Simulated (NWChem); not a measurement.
**One shape, several levels: C2H4GaN (SMILES N=C=[CH][GaH2])**

We compute a comparison of 4 runs (HF/STO-3G, HF/3-21G, B3LYP/6-31G*) of C2H4GaN. 

Program for the calculation: NWChem 7.3.0.

2 further runs of the same task are left out: 2 that didn't finish. Runs told in other sessions of the task aren't counted.

## (1) The system as given

C2H4GaN: 8 atoms, total charge 0, spin state singlet. As SMILES, `N=C=[CH][GaH2]`. The shape is that of a PBE0-D4/def2-TZVP optimisation.

Bond lengths: N1–C2 1.214 Å, C2–C3 1.309 Å, C3–Ga4 1.931 Å, N1–H5 1.014 Å, C3–H6 1.084 Å, Ga4–H7 1.565 Å, Ga4–H8 1.565 Å. Angles: N1–C2–C3 173.8°, C2–C3–Ga4 119.1°, C2–N1–H5 119.2°, C2–C3–H6 118.2°, Ga4–C3–H6 122.7°, C3–Ga4–H7 118.3°, C3–Ga4–H8 118.1°, H7–Ga4–H8 123.7°.

## (2) Energy and forces at HF/STO-3G (run 1)

Input file sp.nw:

```
start sp
title "C2H4GaN"
memory total 2200 mb

geometry units angstroms noautosym nocenter noautoz
N      0.336900     2.061700    -0.854600
C      0.365600     1.114900    -0.096000
C      0.472300     0.025700     0.622800
Ga    -0.381300    -1.593600     0.007200
H     -0.411400     2.740600    -0.770200
H      1.040500     0.073900     1.545200
H     -0.231900    -2.886400     0.876300
H     -1.190600    -1.536800    -1.330700
end

basis spherical bse
N library STO-3G
C library STO-3G
Ga library STO-3G
H library STO-3G
end

scf
thresh 1e-08
maxiter 80
end

task scf gradient
```

Run with:

```bash
$ nwchem sp.nw > sp.out
```

Log:

```text
[...]
  functions       =    37
[...]
  wavefunction    = RHF
[...]
         Total SCF energy =  -2031.648957489723
      One-electron energy =  -3258.910209112219
      Two-electron energy =   1020.502150644291
 Nuclear repulsion energy =    206.759100978204
        Time for solution =      5.6s
[...]
                         RHF ENERGY GRADIENTS
    atom               coordinates                        gradient
                 x          y          z           x          y          z
   1 N       0.636649   3.896048  -1.614960   -0.025737  -0.011648   0.030895
   2 C       0.690884   2.106856  -0.181414    0.001943   0.034394  -0.033003
   3 C       0.892518   0.048566   1.176921    0.029694   0.051017   0.025032
   4 Ga     -0.720553  -3.011467   0.013606   -0.003888  -0.006996  -0.003391
   5 H      -0.777433   5.178983  -1.455467    0.022091  -0.015935  -0.005737
   6 H       1.966260   0.139651   2.920005    0.001528  -0.002655   0.004335
   7 H      -0.438227  -5.454505   1.655967    0.005415  -0.049824   0.033132
   8 H      -2.249908  -2.904131  -2.514658   -0.031045   0.001648  -0.051262
[...]
```

Wall time 7.8 s (1 thread of Intel Xeon 6975P-C (Granite Rapids), shared host); peak memory 0.099 GiB.

## (3) Energy and forces at HF/3-21G (run 2)

Input file c2h4gan.nw:

```
start c2h4gan
title "C2H4GaN"
memory stack 880 mb heap 220 mb global 1100 mb

geometry units angstrom noautosym nocenter noautoz
   N        0.336900       2.061700      -0.854600
   C        0.365600       1.114900      -0.096000
   C        0.472300       0.025700       0.622800
   Ga      -0.381300      -1.593600       0.007200
   H       -0.411400       2.740600      -0.770200
   H        1.040500       0.073900       1.545200
   H       -0.231900      -2.886400       0.876300
   H       -1.190600      -1.536800      -1.330700
end

basis spherical bse
   * library 3-21G
end

scf
   thresh 1e-08
   maxiter 80
end

task scf gradient
```

Run with:

```bash
$ nwchem c2h4gan.nw > c2h4gan.out
```

Log:

```text
[...]
  functions       =    57
[...]
  wavefunction    = RHF
[...]
         Total SCF energy =  -2045.555673353145
      One-electron energy =  -3263.244876106141
      Two-electron energy =   1010.930101774793
 Nuclear repulsion energy =    206.759100978204
        Time for solution =      2.8s
[...]
                         RHF ENERGY GRADIENTS
    atom               coordinates                        gradient
                 x          y          z           x          y          z
   1 N       0.636649   3.896048  -1.614960    0.010482   0.006446  -0.016299
   2 C       0.690884   2.106856  -0.181414   -0.012745   0.003162   0.005549
   3 C       0.892518   0.048566   1.176921    0.004347  -0.006530   0.002009
   4 Ga     -0.720553  -3.011467   0.013606   -0.005321  -0.005996  -0.005130
   5 H      -0.777433   5.178983  -1.455467   -0.003698  -0.001978   0.005008
   6 H       1.966260   0.139651   2.920005    0.003861  -0.000166   0.006649
   7 H      -0.438227  -5.454505   1.655967    0.000262   0.004087  -0.001489
   8 H      -2.249908  -2.904131  -2.514658    0.002813   0.000974   0.003704
[...]
```

It took 5.1 s on 1 thread of Intel Xeon 6975P-C (Granite Rapids), shared host; peak memory 0.098 GiB.

## (4) Energy and forces at B3LYP/6-31G(d) (spherical functions) (run 3)

Input file calc.nw:

```
start calc
memory total 2200 mb
charge 0

geometry units angstrom noautosym nocenter noautoz
 N      0.336900     2.061700    -0.854600
 C      0.365600     1.114900    -0.096000
 C      0.472300     0.025700     0.622800
 Ga    -0.381300    -1.593600     0.007200
 H     -0.411400     2.740600    -0.770200
 H      1.040500     0.073900     1.545200
 H     -0.231900    -2.886400     0.876300
 H     -1.190600    -1.536800    -1.330700
end

basis spherical bse
 * library 6-31G*
end

dft
 xc b3lyp
 grid xfine
 convergence energy 1e-08
 maxiter 100
 mulliken
 print low
end

task dft gradient
```

Run with:

```bash
$ nwchem calc.nw > calc.out
```

Log:

```text
[...]
 d= 0,ls=0.0,diis     1  -2057.8695256325 -2.26D+03  1.17D-02  4.52D-01     3.5
[...]
 d= 0,ls=0.0,diis    11  -2057.9310586163 -1.24D-09  5.44D-07  3.24D-09    30.3
         Total DFT energy =    -2057.931058616276
      One electron energy =    -3273.145933360574
           Coulomb energy =     1102.728317098151
    Exchange-Corr. energy =      -94.272543332057
 Nuclear repulsion energy =      206.759100978204
[...]
      Total Density - Mulliken Population Analysis
     ---------------------------------------------
    Atom       Charge   Shell Charges
 -----------   ------   -------------------------------------------------------
    1 N    7     7.58   2.00  0.79  2.46  0.90  1.39  0.04
    2 C    6     5.60   2.00  0.73  1.94  0.35  0.52  0.06
    3 C    6     6.34   2.00  0.67  2.09  0.57  0.99  0.03
    4 Ga  31    31.09   2.00  2.00  6.00  2.00  5.99  1.25  1.56  0.04  0.13  6.80  2.93  0.39
    5 H    1     0.66   0.50  0.17
    6 H    1     0.82   0.51  0.30
    7 H    1     0.96   0.48  0.48
    8 H    1     0.96   0.48  0.48
[...]
                         DFT ENERGY GRADIENTS
    atom               coordinates                        gradient
                 x          y          z           x          y          z
   1 N       0.636649   3.896048  -1.614960   -0.002144  -0.012616   0.011636
   2 C       0.690884   2.106856  -0.181414    0.000181   0.003921  -0.003813
   3 C       0.892518   0.048566   1.176921   -0.001501   0.008112  -0.006722
   4 Ga     -0.720553  -3.011467   0.013606    0.000124   0.000585  -0.000193
   5 H      -0.777433   5.178983  -1.455467    0.003039  -0.003278   0.000192
   6 H       1.966260   0.139651   2.920005   -0.000839   0.000866  -0.001801
   7 H      -0.438227  -5.454505   1.655967   -0.000305   0.002402  -0.001651
   8 H      -2.249908  -2.904131  -2.514658    0.001444   0.000008   0.002352
 Task  times  cpu:       37.3s     wall:       37.3s
 Total times  cpu:       37.3s     wall:       37.3s
```

It took 39 s on 1 thread of Intel Xeon 6975P-C (Granite Rapids), shared host; peak memory 0.14 GiB.

## (5) Energy and forces at B3LYP/6-31G(d) (Cartesian functions) (run 4)

Input file c2h4gan.xyz:

```xyz
8
C2H4GaN
N      0.336900     2.061700    -0.854600
C      0.365600     1.114900    -0.096000
C      0.472300     0.025700     0.622800
Ga    -0.381300    -1.593600     0.007200
H     -0.411400     2.740600    -0.770200
H      1.040500     0.073900     1.545200
H     -0.231900    -2.886400     0.876300
H     -1.190600    -1.536800    -1.330700
```

Input file c2h4gan.nw:

```
start c2h4gan
title "C2H4GaN"
memory total 2200 mb
charge 0

geometry units angstrom noautosym nocenter noautoz
  load format xyz c2h4gan.xyz
end

basis
  * library 6-31G*
end

dft
  xc b3lyp
  grid xfine
  convergence energy 1e-08
  iterations 100
  mulliken
  noprint "final vectors analysis"
end

task dft gradient
```

Run with:

```bash
$ nwchem c2h4gan.nw > c2h4gan.out
```

Log:

```text
[...]
          Wavefunction type:  closed shell.
          No. of atoms     :     8
          No. of electrons :    54
[...]
          Charge           :     0
          Spin multiplicity:     1
[...]
          AO basis - number of functions:    88
[...]
              XC Information
              --------------
                         B3LYP Method XC Potential
                     Hartree-Fock (Exact) Exchange  0.200
                        Slater Exchange Functional  0.800 local
                    Becke 1988 Exchange Functional  0.720 non-local
              Lee-Yang-Parr Correlation Functional  0.810
                  VWN I RPA Correlation Functional  0.190 local
[...]
 d= 0,ls=0.0,diis     1  -2057.8744567674 -2.26D+03  1.17D-02  1.05D+00     3.8
[...]
 d= 0,ls=0.0,diis    11  -2057.9391818627 -1.86D-09  5.92D-07  5.16D-09    30.4
         Total DFT energy =    -2057.939181862683
      One electron energy =    -3273.212617729196
           Coulomb energy =     1102.758596064361
    Exchange-Corr. energy =      -94.244261176052
 Nuclear repulsion energy =      206.759100978204
[...]
      Total Density - Mulliken Population Analysis
     ---------------------------------------------
    Atom       Charge   Shell Charges
 -----------   ------   -------------------------------------------------------
    1 N    7     7.67   1.99  0.79  2.46  1.02  1.41  0.00
    2 C    6     5.51   1.99  0.76  1.94  0.36  0.45  0.00
    3 C    6     6.39   1.99  0.68  2.09  0.59  1.03  0.01
    4 Ga  31    31.00   2.00  1.99  6.00  1.95  5.99  1.33  1.56  0.07  0.13  6.85  2.94  0.18
    5 H    1     0.66   0.50  0.16
    6 H    1     0.82   0.51  0.30
    7 H    1     0.98   0.48  0.50
    8 H    1     0.97   0.48  0.49
[...]
  wavefunction    = closed shell
                         DFT ENERGY GRADIENTS
    atom               coordinates                        gradient
                 x          y          z           x          y          z
   1 N       0.636649   3.896048  -1.614960   -0.002614  -0.012111   0.011711
   2 C       0.690884   2.106856  -0.181414    0.000365   0.003723  -0.004009
   3 C       0.892518   0.048566   1.176921   -0.001345   0.008146  -0.006392
   4 Ga     -0.720553  -3.011467   0.013606    0.000409   0.001019   0.000089
   5 H      -0.777433   5.178983  -1.455467    0.003298  -0.003326   0.000000
   6 H       1.966260   0.139651   2.920005   -0.000856   0.000806  -0.001773
   7 H      -0.438227  -5.454505   1.655967   -0.000206   0.001639  -0.001124
   8 H      -2.249908  -2.904131  -2.514658    0.000948   0.000102   0.001497
[...]
```

Run time: 39 s. Hardware: 1 thread of Intel Xeon 6975P-C (Granite Rapids), shared host; peak memory 0.14 GiB.

## (6) The series

| run | level | iteration cap | module | energy (Eh) | dipole moment (D) | largest force (eV/Å) | wall time |
| --- | --- | --- | --- | --- | --- | --- | --- |
| 1 | HF/STO-3G | 80 | scf | -2031.648957 | 1.51 | 3.297 | 7.8 s |
| 2 | HF/3-21G | 80 | scf | -2045.555673 | 1.86 | 1.050 | 5.1 s |
| 3 | B3LYP/6-31G* (spherical functions) | 100 | dft | -2057.931059 | – | 0.889 | 39 s |
| 4 | B3LYP/6-31G* (Cartesian functions) | 100 | dft | -2057.939182 | 1.65 | 0.877 | 39 s |

## (7) Outcome

```
                       quantity           value
            run 4: total energy  -2057.93918 Eh
           run 4: dipole moment          1.65 D
run 4: largest force on an atom      0.877 eV/Å
```

**Reading.** Over runs 1, 2, 4 the dipole moment (its size) runs from 1.51 D (HF/STO-3G) to 1.86 D (HF/3-21G). In run 1 the basis is minimal, so the values are rough. All runs together took 90 s, the longest 39 s.
